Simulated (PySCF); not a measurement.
# CH3F3Ge (GeMeF3): the cost of one run

Computed with PySCF 2.14.0, with density-fitted response routines of our own, on a single molecule in the gas phase. Atoms count from 0, in the outputs and in this text.

### Step 1. The molecule as given

8 atoms, charge 0, multiplicity 1; geometry from: GFN2-xTB. The atoms were then displaced at random by about 0.03 Å, so the start is not that level's minimum.

Bonds of the start (Å): Ge0–C1 1.95, Ge0–F5 1.67, Ge0–F6 1.80, Ge0–F7 1.67, C1–H2 1.12, C1–H3 1.16, C1–H4 1.09.

### Step 2. Geometry optimisation at PBE0-D3(BJ)/def2-SVP

What the job is given:

```
{"job": {"xc": "PBE0", "basis": "def2-SVP", "d3": "d3bj", "grid": 1, "maxiter": 40, "shake": 0.03, "kind": "geom"}, "charge": 0, "multiplicity": 1}
Ge     0.059510    -0.073390    -0.823880
C     -0.014530    -0.017700     1.122870
H     -1.082300     0.046070     1.460430
H      0.665930     0.859630     1.475450
H      0.456480    -0.941690     1.450460
F      1.535310    -0.000500    -1.592410
F     -0.729650     1.351600    -1.578210
F     -0.752530    -1.309680    -1.598410
```

The run is started by

```bash
$ OMP_NUM_THREADS=1 python probes_run.py task.json out
```

One launch serves the whole session: the jobs run in the order shown.

Q: Estimate the wall time and peak memory of this first job on 1 thread of Intel Xeon at 2.70GHz, shared host.

About 66 s, with a peak of 0.4 GiB.
